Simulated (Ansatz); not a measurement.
Working through a polarisability from point charges of CH6SSn, SMILES [CH3][SnH2][SH]

Computed with the Ansatz DFT code, driven from Python.

At the Python prompt:
```pycon
>>> import ansatz as az
>>> import numpy as np
>>> ch6ssn = (
...     az.Crystal.molecule()
...     .atom('C', (-0.9155, 0.7354, -0.5301))
...     .atom('Sn', (0.5855, -0.6724, -0.2631))
...     .atom('S', (1.7738, -0.1474, 1.7435))
...     .atom('H', (-0.4398, 1.801, -0.6349))
...     .atom('H', (-1.6489, 0.7498, 0.3111))
...     .atom('H', (-1.5292, 0.5588, -1.4679))
...     .atom('H', (1.7057, -0.6271, -1.6277))
...     .atom('H', (-0.0841, -2.2454, -0.1273))
...     .atom('H', (0.6411, -0.1989, 2.5794))
... )
>>> base = ch6ssn.calculation()
>>> base = base.basis(gaussian='def2-SVP')
>>> base = base.functional('hf')
>>> base = base.accuracy('medium').forces()
>>> centre = np.mean([site.position_ang for site in ch6ssn.cartesian_sites], axis=0)
>>> field = 2 * 14.399645 * 3.0 / 25.0 ** 2
>>> def dipole(axis, sign):
...     arm = 25.0 * np.eye(3)[axis]
...     pair = [{'charge': sign * 3.0, 'position_ang': (centre - arm).tolist()}, {'charge': -sign * 3.0, 'position_ang': (centre + arm).tolist()}]
...     deck = base.input().set(az.key.basis.gaussian.point_charges, pair)
...     return np.array(az.Session.from_dict(deck).plan().execute().report['charge_distribution']['dipole_moment_e_ang'])
...
>>> print(f'field {field:.4f} V/A')
field 0.1382 V/A
>>> alpha = np.array([(dipole(axis, 1) - dipole(axis, -1)) / (2 * field) * 14.399645 for axis in range(3)])

>>> print('polarisability tensor (A^3)')
polarisability tensor (A^3)
>>> print(np.array2string(alpha, precision=3, suppress_small=True))
[[ 8.75  -0.084  0.532]
 [-0.06   7.884  0.311]
 [ 0.531  0.318  9.87 ]]
>>> print(f'mean {np.trace(alpha) / 3:.3f} A^3 = {np.trace(alpha) / 3 / 0.14818471:.2f} bohr^3')
mean 8.835 A^3 = 59.62 bohr^3
```

What to keep in mind:
- The settings weren't tested for convergence.
- The geometry is a force-field or estimated start, not a minimum of this method, and the basis set is short of its limit. The field of two point charges is only nearly even.
- def2 sets replace the cores of elements past krypton by effective core potentials.
- Without diffuse functions polarisabilities are unreliable, as a rule too low, and they change with the bond lengths of this unrelaxed start.
- Timing: 8.7 s on 1 thread of Arm Neoverse V2 (shared host), peak memory 0.23 GiB.

(Lines on the test bed's own set-up are left out of the output.)
